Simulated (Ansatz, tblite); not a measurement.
# Ge(vinyl)3(nBu) (C10H18Ge): a ladder of methods and basis sets

How do method and basis change the picture of Ge(vinyl)3(nBu) (C10H18Ge) (singlet)?

The runs use Ansatz 0.2.0, Gaussian basis; as each input shows.

Levels to be run: GFN1-xTB, GFN2-xTB, PBE-D4/def2-TZVP, r2SCAN-D4/def2-TZVP, B3LYP-D4/def2-TZVP, HF/def2-TZVP, PBE-D4/def2-SVP, PBE0-D4/def2-SVP, HF/STO-3G, HF/6-31G, B3LYP-D4/6-31G, MP2/def2-SVP.

5 further runs of the same task are left out: 3 that didn't finish, 2 set aside as unsound or not needed. Runs told in other sessions of the task aren't counted.

### 1 The relaxed structure

The singlet was relaxed beforehand with PBE0-D4/def2-SVP.

29 atoms, charge 0, spin multiplicity 1.

Bond lengths: Ge1–C2 1.946 Å, Ge1–C7 1.947 Å, Ge1–C12 1.947 Å, Ge1–C17 1.961 Å, C2–C3 1.336 Å, C2–H4 1.098 Å, C3–H5 1.096 Å, C3–H6 1.097 Å, C7–C8 1.337 Å, C7–H9 1.098 Å, C8–H10 1.097 Å, C8–H11 1.096 Å, C12–C13 1.336 Å, C12–H14 1.098 Å, C13–H15 1.097 Å, C13–H16 1.097 Å, C17–C18 1.526 Å, C17–H21 1.104 Å and more. Angles: C2–Ge1–C7 109.0°, C2–Ge1–C12 108.8°, C2–Ge1–C17 110.4°, C7–Ge1–C12 108.6°, C7–Ge1–C17 109.6°, C12–Ge1–C17 110.4°, Ge1–C2–C3 123.2°, Ge1–C2–H4 118.2°, C3–C2–H4 118.6°, C2–C3–H5 121.6°, C2–C3–H6 122.2°, H5–C3–H6 116.3°, Ge1–C7–C8 123.4°, Ge1–C7–H9 118.1°, C8–C7–H9 118.5°, C7–C8–H10 121.5°, C7–C8–H11 122.2°, H10–C8–H11 116.3° and more.

PBE0-D4/def2-TZVP was run before; its log isn't repeated, and its numbers join the tables.

### 2 GFN1-xTB

Tight binding, by tblite at 300 K electronic temperature and without a spin-polarisation term:

```python
tblite.interface.Calculator('GFN1-xTB', numbers, positions, charge=0, uhf=0).singlepoint()
```

Energy -881.5211 eV, HOMO -11.52 eV, LUMO -7.10 eV; 0.026 s.

### 3 GFN2-xTB

Tight binding, by tblite at 300 K electronic temperature and without a spin-polarisation term:

```python
tblite.interface.Calculator('GFN2-xTB', numbers, positions, charge=0, uhf=0).singlepoint()
```

Energy -880.8512 eV, HOMO -10.55 eV, LUMO -6.05 eV; 0.016 s.

### 4 PBE-D4/def2-TZVP

start.molden holds the orbitals of an earlier run on this state, given as this run's starting guess.

Input file in.yaml:

```yaml
crystal:
  periodic: [false, false, false]
  atoms:
    - {symbol: Ge, position_ang: [0.446623, 0.476797, 0.748273]}
    - {symbol: C, position_ang: [0.342168, 0.353817, 2.687204]}
    - {symbol: C, position_ang: [1.379325, 0.601235, 3.492913]}
    - {symbol: H, position_ang: [-0.619538, 0.076929, 3.139357]}
    - {symbol: H, position_ang: [2.361638, 0.881267, 3.094429]}
    - {symbol: H, position_ang: [1.299729, 0.534010, 4.584493]}
    - {symbol: C, position_ang: [2.318917, 0.491183, 0.215141]}
    - {symbol: C, position_ang: [2.964532, 1.595598, -0.172119]}
    - {symbol: H, position_ang: [2.872694, -0.456973, 0.244295]}
    - {symbol: H, position_ang: [2.460992, 2.568637, -0.216481]}
    - {symbol: H, position_ang: [4.021493, 1.582572, -0.463563]}
    - {symbol: C, position_ang: [-0.373502, 2.148917, 0.181631]}
    - {symbol: C, position_ang: [-0.659501, 3.144829, 1.025283]}
    - {symbol: H, position_ang: [-0.600375, 2.284417, -0.884135]}
    - {symbol: H, position_ang: [-0.448259, 3.067721, 2.098562]}
    - {symbol: H, position_ang: [-1.114178, 4.083463, 0.686670]}
    - {symbol: C, position_ang: [-0.463785, -1.047254, -0.084320]}
    - {symbol: C, position_ang: [-0.448516, -1.008067, -1.610012]}
    - {symbol: C, position_ang: [-1.068727, -2.231659, -2.283254]}
    - {symbol: C, position_ang: [-2.552737, -2.418563, -2.005845]}
    - {symbol: H, position_ang: [0.027013, -1.966290, 0.281864]}
    - {symbol: H, position_ang: [-1.495163, -1.071115, 0.304742]}
    - {symbol: H, position_ang: [-0.975025, -0.101985, -1.962156]}
    - {symbol: H, position_ang: [0.592198, -0.900443, -1.962631]}
    - {symbol: H, position_ang: [-0.910476, -2.152266, -3.372625]}
    - {symbol: H, position_ang: [-0.516731, -3.134296, -1.964668]}
    - {symbol: H, position_ang: [-2.956858, -3.284341, -2.552417]}
    - {symbol: H, position_ang: [-2.753078, -2.586148, -0.936089]}
    - {symbol: H, position_ang: [-3.130853, -1.532002, -2.314535]}
basis:
  gaussian: {orbitals: def2-TZVP, initial_orbitals: start.molden}
hamiltonian: {xc: pbe, dispersion: d4}
scf: {omitted_lower_state_checks: [starts]}
output: {orbitals: {seedname: orbitals}}
```

Run with:

```sh
> ansatz run in.yaml --threads 4 --pin off --events-out ev --progress --plain --max-ram 6963MiB
```

Standard output:

```text
Functional definition: PBE
  name "PBE"
  cite "Perdew, Burke & Ernzerhof, Phys. Rev. Lett. 77, 3865 (1996) doi:10.1103/PhysRevLett.77.3865"
  parent pbe
  parameter kappa = 0.804
  parameter beta = 0.06672455060314922
  exchange = pbe_x(kappa = kappa, mu = beta*pi^2/3)
  correlation = pbe_c(beta = beta)
these checks for a lower state are left out or cut short: starts
2950 factors; their error is unknown
mean field evaluation 1: about -67160.5229 eV, gradient 1.5e1 eV
mean field evaluation 2: about -67160.7568 eV, gradient 2.5e-1 eV
mean field evaluation 4: about -67160.6363 eV, gradient 1.5e-3 eV
mean field -67160.63631671 eV, -2468.1078615246 hartree, gradient 2.1e-5 eV, S^2 0.000000; 0 other end points of the search recorded, 0 dependent functions left out
reference -67160.63638849 eV, -2468.1078641628 hartree; 55, 55 occupied and 411, 411 virtual orbitals, 2950 factors
Total energy: -67161.43085736 eV, -2468.1370603552 hartree
Checks for a lower state left out: starts
```

It took 11 s on 4 threads of Arm Neoverse V1, shared host; peak memory 1.2 GiB.

From the report: HOMO -6.26 eV, LUMO -1.21 eV.

### 5 r2SCAN-D4/def2-TZVP

in.yaml: that of step 4 with these lines changed.

```diff
@@ -34,4 +34,4 @@
   gaussian: {orbitals: def2-TZVP, initial_orbitals: start.molden}
-hamiltonian: {xc: pbe, dispersion: d4}
+hamiltonian: {xc: r2scan, dispersion: d4}
 scf: {omitted_lower_state_checks: [starts]}
-output: {orbitals: {seedname: orbitals}}
+output: {forces: true, orbitals: {seedname: orbitals}}
```

Same command.

Standard output (excerpt; [...] marks lines left out):

```text
Functional definition: r2SCAN
  name "r2SCAN"
  cite "Furness, Kaplan, Ning, Perdew & Sun, J. Phys. Chem. Lett. 11, 8208 (2020) doi:10.1021/acs.jpclett.0c02405"
  cite "Furness, Kaplan, Ning, Perdew & Sun, J. Phys. Chem. Lett. 11, 9248 (2020) doi:10.1021/acs.jpclett.0c03077"
  parent r2scan
[...]
2950 factors; their error is unknown
[...]
mean field -67177.32590936 eV, -2468.7211927419 hartree, gradient 1.6e-5 eV, S^2 0.000000; 0 other end points of the search recorded, 0 dependent functions left out
[...]
reference -67177.32592924 eV, -2468.7211934728 hartree; 55, 55 occupied and 411, 411 virtual orbitals, 2950 factors
Total energy: -67177.55694693 eV, -2468.7296832163 hartree
Atom 0 at     0.446623     0.476797     0.748273 Å, force     0.032738     0.064484     0.010521 eV/Å
Atom 1 at     0.342168     0.353817     2.687204 Å, force     0.000882    -0.020569     0.295513 eV/Å
[...]
Atom 20 at     0.027013    -1.966290     0.281864 Å, force    -0.102379     0.181562    -0.090114 eV/Å
Atom 21 at    -1.495163    -1.071115     0.304742 Å, force     0.225941     0.008252    -0.096595 eV/Å
Atom 22 at    -0.975025    -0.101985    -1.962156 Å, force     0.087506    -0.196835     0.079389 eV/Å
Atom 23 at     0.592198    -0.900443    -1.962631 Å, force    -0.211631    -0.032955     0.080139 eV/Å
Atom 24 at    -0.910476    -2.152266    -3.372625 Å, force    -0.040938    -0.002933     0.228235 eV/Å
Atom 25 at    -0.516731    -3.134296    -1.964668 Å, force    -0.120520     0.194708    -0.047121 eV/Å
Atom 26 at    -2.956858    -3.284341    -2.552417 Å, force     0.110925     0.208209     0.124909 eV/Å
Atom 27 at    -2.753078    -2.586148    -0.936089 Å, force     0.062999     0.039209    -0.260857 eV/Å
Atom 28 at    -3.130853    -1.532002    -2.314535 Å, force     0.148560    -0.191958     0.066868 eV/Å
Dipole moment:    -0.003975    -0.031816    -0.029007 e Å
Checks for a lower state left out: starts
```

Run time: 23 s. Hardware: 4 threads of Arm Neoverse V1, shared host; peak memory 1.3 GiB.

HOMO -6.47 eV, LUMO -1.00 eV.

### 6 B3LYP-D4/def2-TZVP

in.yaml: that of step 5 with these lines changed.

```diff
@@ -34,4 +34,4 @@
   gaussian: {orbitals: def2-TZVP, initial_orbitals: start.molden}
-hamiltonian: {xc: r2scan, dispersion: d4}
+hamiltonian: {xc: {name: B3LYP}, dispersion: d4}
 scf: {omitted_lower_state_checks: [starts]}
-output: {forces: true, orbitals: {seedname: orbitals}}
+output: {orbitals: {seedname: orbitals}}
```

Same command.

Standard output (excerpt; [...] marks lines left out):

```text
Functional definition: B3LYP
  name "B3LYP"
  cite "Stephens, Devlin, Chabalowski & Frisch, J. Phys. Chem. 98, 11623 (1994) doi:10.1021/j100096a001"
  cite "Becke, Phys. Rev. A 38, 3098 (1988) doi:10.1103/PhysRevA.38.3098"
  cite "Lee, Yang & Parr, Phys. Rev. B 37, 785 (1988) doi:10.1103/PhysRevB.37.785"
  cite "Vosko, Wilk & Nusair, Can. J. Phys. 58, 1200 (1980) doi:10.1139/p80-159"
[...]
2981 factors; their error is unknown
[...]
mean field -67186.03461352 eV, -2469.0412317170 hartree, gradient 6.4e-6 eV, S^2 0.000000; 0 other end points of the search recorded, 0 dependent functions left out
reference -67186.03506927 eV, -2469.0412484654 hartree; 55, 55 occupied and 411, 411 virtual orbitals, 2981 factors
Total energy: -67187.28488554 eV, -2469.0871783661 hartree
Checks for a lower state left out: starts
```

It took 23 s on 4 threads of Arm Neoverse V1, shared host; peak memory 2.6 GiB.

From the report: HOMO -7.16 eV, LUMO -0.44 eV.

### 7 HF/def2-TZVP

in.yaml: that of step 6 with these lines changed.

```diff
@@ -34,3 +34,3 @@
   gaussian: {orbitals: def2-TZVP, initial_orbitals: start.molden}
-hamiltonian: {xc: {name: B3LYP}, dispersion: d4}
+hamiltonian: {xc: hf}
 scf: {omitted_lower_state_checks: [starts]}
```

The command is unchanged.

Standard output:

```text
Functional definition: HF
  name "HF"
  cite "Fock, Z. Phys. 61, 126 (1930) doi:10.1007/BF01340294"
  parent pbe
  exchange = exact_x
  correlation = 0
these checks for a lower state are left out or cut short: starts
3587 factors; their error is unknown
mean field evaluation 1: about -67062.3470 eV, gradient 4.0e1 eV
mean field evaluation 2: about -67064.0580 eV, gradient 1.7e0 eV
mean field evaluation 4: about -67065.2939 eV, gradient 9.5e-1 eV
mean field -67065.29518932 eV, -2464.6041397177 hartree, gradient 1.5e-5 eV, S^2 0.000000; 0 other end points of the search recorded, 0 dependent functions left out
reference -67065.29518932 eV, -2464.6041397177 hartree; 55, 55 occupied and 411, 411 virtual orbitals, 3587 factors
Total energy: -67065.29518932 eV, -2464.6041397177 hartree
Checks for a lower state left out: starts
```

It took 21 s on 4 threads of Arm Neoverse V1, shared host; peak memory 2.8 GiB.

From the report: HOMO -9.82 eV, LUMO 3.40 eV.

### 8 PBE-D4/def2-SVP

in.yaml: that of step 7 with these lines changed.

```diff
@@ -33,4 +33,4 @@
 basis:
-  gaussian: {orbitals: def2-TZVP, initial_orbitals: start.molden}
-hamiltonian: {xc: hf}
+  gaussian: {orbitals: def2-SVP, initial_orbitals: start.molden}
+hamiltonian: {xc: pbe, dispersion: d4}
 scf: {omitted_lower_state_checks: [starts]}
```

Same command.

Standard output:

```text
Functional definition: PBE
  name "PBE"
  cite "Perdew, Burke & Ernzerhof, Phys. Rev. Lett. 77, 3865 (1996) doi:10.1103/PhysRevLett.77.3865"
  parent pbe
  parameter kappa = 0.804
  parameter beta = 0.06672455060314922
  exchange = pbe_x(kappa = kappa, mu = beta*pi^2/3)
  correlation = pbe_c(beta = beta)
these checks for a lower state are left out or cut short: starts
2975 factors; their error is unknown
mean field evaluation 1: about -67141.6981 eV, gradient 1.2e1 eV
mean field evaluation 2: about -67142.0627 eV, gradient 2.7e-1 eV
mean field evaluation 4: about -67141.9001 eV, gradient 7.7e-4 eV
mean field -67141.90010902 eV, -2467.4193185921 hartree, gradient 7.4e-6 eV, S^2 0.000000; 0 other end points of the search recorded, 0 dependent functions left out
reference -67141.90016121 eV, -2467.4193205099 hartree; 55, 55 occupied and 207, 207 virtual orbitals, 2975 factors
Total energy: -67142.69463008 eV, -2467.4485167023 hartree
Checks for a lower state left out: starts
```

It took 5.5 s on 4 threads of Arm Neoverse V1, shared host.

Report: HOMO -6.18 eV, LUMO -1.00 eV.

### 9 PBE0-D4/def2-SVP

in.yaml: that of step 8 with these lines changed.

```diff
@@ -34,3 +34,3 @@
   gaussian: {orbitals: def2-SVP, initial_orbitals: start.molden}
-hamiltonian: {xc: pbe, dispersion: d4}
+hamiltonian: {xc: pbe0, dispersion: d4}
 scf: {omitted_lower_state_checks: [starts]}
```

The command is unchanged.

Standard output:

```text
Functional definition: PBE0
  name "PBE0"
  cite "Adamo & Barone, J. Chem. Phys. 110, 6158 (1999) doi:10.1063/1.478522"
  cite "Perdew, Burke & Ernzerhof, Phys. Rev. Lett. 77, 3865 (1996) doi:10.1103/PhysRevLett.77.3865"
  parent pbe
  parameter a = 0.25
  parameter kappa = 0.804
  parameter beta = 0.06672455060314922
  exchange = (1 - a)*pbe_x(kappa = kappa, mu = beta*pi^2/3) + a*exact_x
  correlation = pbe_c(beta = beta)
these checks for a lower state are left out or cut short: starts
3014 factors; their error is unknown
mean field evaluation 1: about -67145.1232 eV, gradient 8.3e0 eV
mean field evaluation 2: about -67145.3089 eV, gradient 1.3e-1 eV
mean field evaluation 4: about -67145.3970 eV, gradient 3.3e-4 eV
mean field -67145.39699648 eV, -2467.5478268358 hartree, gradient 9.7e-6 eV, S^2 0.000000; 0 other end points of the search recorded, 0 dependent functions left out
reference -67145.39703894 eV, -2467.5478283963 hartree; 55, 55 occupied and 207, 207 virtual orbitals, 3014 factors
Total energy: -67146.08591556 eV, -2467.5731441452 hartree
Checks for a lower state left out: starts
```

It took 10 s on 4 threads of Arm Neoverse V1, shared host; peak memory 1.6 GiB.

From the report: HOMO -7.34 eV, LUMO 0.01 eV.

### 10 HF/STO-3G

in.yaml: that of step 9 with these lines changed.

```diff
@@ -33,4 +33,4 @@
 basis:
-  gaussian: {orbitals: def2-SVP, initial_orbitals: start.molden}
-hamiltonian: {xc: pbe0, dispersion: d4}
+  gaussian: {orbitals: STO-3G}
+hamiltonian: {xc: hf}
 scf: {omitted_lower_state_checks: [starts]}
```

The command is unchanged.

Standard output:

```text
Functional definition: HF
  name "HF"
  cite "Fock, Z. Phys. 61, 126 (1930) doi:10.1007/BF01340294"
  parent pbe
  exchange = exact_x
  correlation = 0
these checks for a lower state are left out or cut short: starts
1145 factors; integrals over basis functions are off by at most 4.4e-5 eV
mean field evaluation 1: about -66290.9226 eV, gradient 2.1e1 eV
mean field evaluation 2: about -66291.3759 eV, gradient 2.0e1 eV
mean field evaluation 4: about -66293.2224 eV, gradient 7.8e-1 eV
mean field evaluation 8: about -66293.2229 eV, gradient 1.2e-5 eV
mean field -66293.22286086 eV, -2436.2310049763 hartree, gradient 3.0e-5 eV, S^2 0.000000; 0 other end points of the search recorded, 0 dependent functions left out
reference -66293.22286086 eV, -2436.2310049763 hartree; 55, 55 occupied and 31, 31 virtual orbitals, 1145 factors
Total energy: -66293.22286086 eV, -2436.2310049763 hartree
Checks for a lower state left out: starts
```

Wall time 0.85 s (4 threads of Arm Neoverse V1, shared host).

From the report: HOMO -8.12 eV, LUMO 8.33 eV.

### 11 HF/6-31G

in.yaml: that of step 10 with these lines changed.

```diff
@@ -33,3 +33,3 @@
 basis:
-  gaussian: {orbitals: STO-3G}
+  gaussian: {orbitals: 6-31G}
 hamiltonian: {xc: hf}
```

The command is unchanged.

Standard output:

```text
Functional definition: HF
  name "HF"
  cite "Fock, Z. Phys. 61, 126 (1930) doi:10.1007/BF01340294"
  parent pbe
  exchange = exact_x
  correlation = 0
these checks for a lower state are left out or cut short: starts
2096 factors; integrals over basis functions are off by at most 2.5e-4 eV
mean field evaluation 1: about -67043.5348 eV, gradient 4.0e1 eV
mean field evaluation 2: about -67043.5353 eV, gradient 4.0e1 eV
mean field evaluation 4: about -67048.3316 eV, gradient 4.3e0 eV
mean field evaluation 8: about -67048.3807 eV, gradient 7.9e-5 eV
mean field -67048.38070584 eV, -2463.9825439150 hartree, gradient 1.0e-5 eV, S^2 0.000000; 0 other end points of the search recorded, 0 dependent functions left out
reference -67048.38070584 eV, -2463.9825439150 hartree; 55, 55 occupied and 100, 100 virtual orbitals, 2096 factors
Total energy: -67048.38070584 eV, -2463.9825439150 hartree
Checks for a lower state left out: starts
```

Wall time 2.8 s (4 threads of Arm Neoverse V1, shared host); peak memory 0.58 GiB.

From the report: HOMO -9.68 eV, LUMO 4.10 eV.

### 12 B3LYP-D4/6-31G

in.yaml: that of step 11 with these lines changed.

```diff
@@ -34,3 +34,3 @@
   gaussian: {orbitals: 6-31G}
-hamiltonian: {xc: hf}
+hamiltonian: {xc: {name: B3LYP}, dispersion: d4}
 scf: {omitted_lower_state_checks: [starts]}
```

Same command.

Standard output (excerpt; [...] marks lines left out):

```text
Functional definition: B3LYP
  name "B3LYP"
  cite "Stephens, Devlin, Chabalowski & Frisch, J. Phys. Chem. 98, 11623 (1994) doi:10.1021/j100096a001"
  cite "Becke, Phys. Rev. A 38, 3098 (1988) doi:10.1103/PhysRevA.38.3098"
  cite "Lee, Yang & Parr, Phys. Rev. B 37, 785 (1988) doi:10.1103/PhysRevB.37.785"
  cite "Vosko, Wilk & Nusair, Can. J. Phys. 58, 1200 (1980) doi:10.1139/p80-159"
[...]
2096 factors; integrals over basis functions are off by at most 2.5e-4 eV
[...]
mean field -67170.30426427 eV, -2468.4631520443 hartree, gradient 3.4e-5 eV, S^2 0.000000; 0 other end points of the search recorded, 0 dependent functions left out
reference -67170.30460290 eV, -2468.4631644890 hartree; 55, 55 occupied and 100, 100 virtual orbitals, 2096 factors
Total energy: -67171.55441917 eV, -2468.5090943897 hartree
Checks for a lower state left out: starts
```

Wall time 5 s (4 threads of Arm Neoverse V1, shared host); peak memory 0.67 GiB.

From the report: HOMO -6.92 eV, LUMO 0.09 eV.

### 13 MP2/def2-SVP

in.yaml: that of step 12 with these lines changed.

```diff
@@ -33,4 +33,4 @@
 basis:
-  gaussian: {orbitals: 6-31G}
-hamiltonian: {xc: {name: B3LYP}, dispersion: d4}
+  gaussian: {orbitals: def2-SVP, initial_orbitals: start.molden}
+correlation: {method: mp2}
 scf: {omitted_lower_state_checks: [starts]}
```

Launched as before.

Standard output:

```text
Functional definition: HF
  name "HF"
  cite "Fock, Z. Phys. 61, 126 (1930) doi:10.1007/BF01340294"
  parent pbe
  exchange = exact_x
  correlation = 0
these checks for a lower state are left out or cut short: starts
2714 factors; integrals over basis functions are off by at most 1.4e-3 eV
mean field evaluation 1: about -67045.1501 eV, gradient 3.0e1 eV
mean field evaluation 2: about -67046.6561 eV, gradient 1.2e0 eV
mean field evaluation 4: about -67046.6781 eV, gradient 7.6e-2 eV
mean field evaluation 8: about -67046.6781 eV, gradient 1.3e-6 eV
mean field -67046.67811546 eV, -2463.9199748726 hartree, gradient 1.3e-6 eV, S^2 0.000000; 0 other end points of the search recorded, 0 dependent functions left out
19 core orbitals not correlated: weight in the atoms' cores, before any rotation towards them, 1.000 or more for the frozen orbitals, at most 0.000 for the correlated occupied ones
reference -67046.67811546 eV, -2463.9199748726 hartree; 36, 36 occupied and 207, 207 virtual orbitals, 2714 factors
second order -43.69502168 eV of doubles, -0.00000000 eV of singles
Total energy: -67090.37313714 eV, -2465.5257373016 hartree
Checks for a lower state left out: starts
```

Run time: 11 s. Hardware: 4 threads of Arm Neoverse V1, shared host; peak memory 0.99 GiB.

Report: Hartree-Fock HOMO -9.83 eV, LUMO 3.90 eV.

### 14 Levels side by side

```csv
level,functions,HOMO (eV),LUMO (eV),gap (eV),time
HF/STO-3G,86,-8.12,8.33,16.45,0.85 s
HF/6-31G,155,-9.68,4.10,13.77,2.8 s
HF/def2-TZVP,466,-9.82,3.40,13.22,21 s
PBE-D4/def2-SVP,262,-6.18,-1.00,5.18,5.5 s
PBE-D4/def2-TZVP,466,-6.26,-1.21,5.05,11 s
r2SCAN-D4/def2-TZVP,466,-6.47,-1.00,5.47,23 s
B3LYP-D4/6-31G,155,-6.92,0.09,7.02,5 s
B3LYP-D4/def2-TZVP,466,-7.16,-0.44,6.72,23 s
PBE0-D4/def2-SVP,262,-7.34,0.01,7.35,10 s
PBE0-D4/def2-TZVP,466,-7.38,-0.21,7.17,25 s
```

Energy pieces by basis (eV):

```csv
basis,HF,MP2 correlation,total
def2-SVP,-67046.6781,-43.6950,-67090.3731 (MP2)
```

### 15 Binding energy

Free atoms were run apart at each level; binding is atoms less cluster, divided by the number of atoms, without zero-point or spin-orbit terms.

```csv
level,binding an atom (eV)
HF/STO-3G,3.953
HF/6-31G,3.047
HF/def2-SVP,3.212
HF/def2-TZVP,3.154
PBE-D4/def2-SVP,4.335
PBE-D4/def2-TZVP,4.300
r2SCAN-D4/def2-TZVP,4.221
B3LYP-D4/6-31G,4.176
B3LYP-D4/def2-TZVP,4.212
PBE0-D4/def2-SVP,4.285
PBE0-D4/def2-TZVP,4.244
MP2/def2-SVP,4.087
```

### 16 Outcome

| quantity | value |
| --- | --- |
| gap in def2-TZVP, named functionals and Hartree-Fock, smallest and largest | 5.05 eV (PBE-D4), 13.22 eV (HF) |
| correlation energy, MP2/def2-SVP | -43.70 eV |
| binding an atom, functionals in def2-TZVP | 4.21 (B3LYP-D4) to 4.30 eV (PBE-D4) |
| PBE0 total energy, smallest basis above largest | 18.43 eV (def2-SVP, def2-TZVP) |

In words: Orbital gaps of the named functionals and Hartree-Fock in def2-TZVP span 5.05 eV (PBE-D4) to 13.22 eV (HF); exact exchange widens it.

The slowest run with a step of its own, B3LYP-D4/def2-TZVP, took 23 s; the quickest functional in def2-TZVP took 11 s (shared host).
